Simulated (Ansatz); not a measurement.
# ClGeH4NOS: the cost of one run

All numbers are computed with the Python package of Ansatz 0.2.0. Level of theory: PBE+D4/def2-TZVP.

## Step 1: The system

Bond lengths: N1–Ge2 1.803 Å, Ge2–O3 1.766 Å, Ge2–S4 2.156 Å, Ge2–Cl5 2.181 Å, N1–H6 1.086 Å, N1–H7 1.062 Å, O3–H8 0.945 Å, S4–H9 1.373 Å. Angles: N1–Ge2–O3 108.9°, N1–Ge2–S4 111.5°, N1–Ge2–Cl5 108.6°, O3–Ge2–S4 108.9°, O3–Ge2–Cl5 110.4°, S4–Ge2–Cl5 108.4°, Ge2–N1–H6 109.6°, Ge2–N1–H7 110.3°, H6–N1–H7 104.2°, Ge2–O3–H8 108.3°, Ge2–S4–H9 95.1°.

clgeh4nos.xyz, read by the script:

```xyz
9

N    -0.46160    1.36160   -0.78780
Ge    0.23520   -0.20830   -0.23800
O     0.92230    0.00420    1.37520
S    -1.26460   -1.75580   -0.16180
Cl    1.78310   -0.81640   -1.64910
H    -1.21590    1.69330   -0.08040
H     0.27750    2.12320   -0.75570
H     0.23060    0.27540    1.95940
H    -0.41810   -2.72360    0.32110
```

## Step 2: The code

File clgeh4nos_spin.py:

```python
"""Gap between spin states of ClGeH4NOS at one geometry."""

import ansatz as az


def main() -> None:
    clgeh4nos = az.Crystal.molecule_from_extxyz("clgeh4nos.xyz")

    calc = (
        clgeh4nos.calculation()
        .basis(gaussian="def2-TZVP")
        .functional("pbe", dispersion="d4")
    )
    found = {}
    for unpaired in [0, 2]:
        report = calc.spin("collinear", total=unpaired).run(threads=1, pin="off").report
        s = unpaired / 2
        found[unpaired] = report["free_energy_ev"]
        print(f"2S+1 = {unpaired + 1}: E = {found[unpaired]:.5f} eV, <S^2> = {abs(report['mean_field']['state']['spin_squared']):.3f} (pure state {s * (s + 1):.2f})")
    lowest = min(found, key=found.get)
    for unpaired, e in found.items():
        print(f"multiplicity {unpaired + 1}: {(e - found[lowest]):.3f} eV above the lowest")


if __name__ == "__main__":
    main()
```

## Step 3: The calls as engine input

The engine receives this input (first run):

```yaml
crystal:
  periodic: [false, false, false]
  atoms:
    - { symbol: "N", position_ang: [-0.4616, 1.3616, -0.7878] }
    - { symbol: Ge, position_ang: [0.2352, -0.2083, -0.238] }
    - { symbol: O, position_ang: [0.9223, 0.0042, 1.3752] }
    - { symbol: S, position_ang: [-1.2646, -1.7558, -0.1618] }
    - { symbol: Cl, position_ang: [1.7831, -0.8164, -1.6491] }
    - { symbol: H, position_ang: [-1.2159, 1.6933, -0.0804] }
    - { symbol: H, position_ang: [0.2775, 2.1232, -0.7557] }
    - { symbol: H, position_ang: [0.2306, 0.2754, 1.9594] }
    - { symbol: H, position_ang: [-0.4181, -2.7236, 0.3211] }
basis:
  gaussian:
    orbitals: def2-TZVP
hamiltonian:
  xc: pbe
  dispersion: d4
magnetization:
  spin_polarized: true
  initial_magnetization: 0.0
```

## Step 4: The run

Launch:

```sh
$ python clgeh4nos_spin.py
```

Q: Estimate wall time and peak memory on 1 thread of Arm Neoverse V2, shared host.

About 81 s, with a peak of 0.71 GiB.
